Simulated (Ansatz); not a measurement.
# Ti: a tetragonal deformation path

An exercise on one series of results from a longer session: the logs are not shown, and one member is left open.

Program: Ansatz 0.2.0. Level of theory: DFT r2SCAN, scalar-relativistic, plane waves, PAW. These are calculated values, not measurements.

**The system as given**

The structure is cubic, space group Im-3m (No. 229). The conventional cell has a = 3.282 Å, b = 3.282 Å, c = 3.282 Å, α = 90.00°, β = 90.00°, γ = 90.00°. Ti (site symmetry m-3m) has 8 Ti at 2.84 Å in its first shell of neighbours.

As a file:

```xyz
1
Lattice="-1.6410 1.6410 1.6410 1.6410 -1.6410 1.6410 1.6410 1.6410 -1.6410" Properties=species:S:1:pos:R:3 pbc="T T T"
Ti    0.0000    0.0000    0.0000
```

The cell is taken as given, not relaxed at this level.

**Zero of energy**

Reference values: F = -2504.2417 eV; pressure -2.82 GPa; largest force 0.000 eV/Å; gap on the mesh none (metal). It was computed beforehand with the settings of the runs below.

Set-up of the first run:

At fixed volume and fractional coordinates, lengths along (0.000, 0.000, 1.000) are scaled against those across it; ρ is that ratio over its starting value.

input.yaml reads:

```yaml
crystal:
  lattice:
    - [-1.8420529496, 1.8420529496, 1.3023314354]
    - [1.8420529496, -1.8420529496, 1.3023314354]
    - [1.8420529496, 1.8420529496, -1.3023314354]
  atoms:
    - { symbol: Ti, position: [0.0, 0.0, 0.0] }
basis:
  ecutwfc: 500
kpoints:
  mp_grid: { grid: [22, 22, 22] }
hamiltonian:
  xc: r2scan
scf:
  occupations: { method: gaussian, width: 0.15 }
output:
  forces: true
  stress: true
  eigenvalues: true
```

Run with:

```bash
$ ansatz run input.yaml --threads 1 --pin off --max-ram 2560MiB --backend cpu --events-out ev --progress --plain --runs-dir out
```

Among the steps run: At ρ = 0.707; ρ = 1.414; Point ρ = 0.850; Point ρ = 1.200; At ρ = 0.780; At ρ = 1.300; Point ρ = 0.920; Point ρ = 1.100; Point ρ = 0.650; Point ρ = 1.500; Point ρ = 0.960; Point ρ = 1.050.

One table of the session follows, with a row left open; its other results are not shown here.

The scan, with free energies counted from the undisturbed cell:

| ρ | ΔE (meV/atom) | pressure (GPa) |
| --- | --- | --- |
| 0.650 | 248.7 | -2.0 |
| 0.707 | 123.8 | -2.9 |
| 0.780 | 30.5 | -3.1 |
| 0.850 | -9.1 | -2.8 |
| 0.920 | -9.8 | -2.7 |
| 0.960 | -2.7 | -2.8 |
| 1.000 | 0.0 | -2.8 |
| 1.050 | -3.2 | -2.7 |
| 1.100 | ? | ? |
| 1.200 | -35.7 | -2.2 |
| 1.300 | -55.4 | -2.0 |
| 1.414 | -63.9 | -1.9 |
| 1.500 | -59.7 | -2.0 |

**Question.** Estimate the row for ρ = 1.100.

Worked estimate for «ΔE (meV/atom)». A straight line through the neighbours (1.050, -3.2) and (1.200, -35.7) gives -3.2 + (-35.7 + 3.2) × (1.100 − 1.050) / (1.200 − 1.050) = -14.0; a parabola fitted to 4 rows on both sides gives -14.6.

The run gave: ΔE (meV/atom): -11.6; pressure (GPa): -2.5. In «ΔE (meV/atom)» the line misses by -2.4 and the parabola by -3.0.
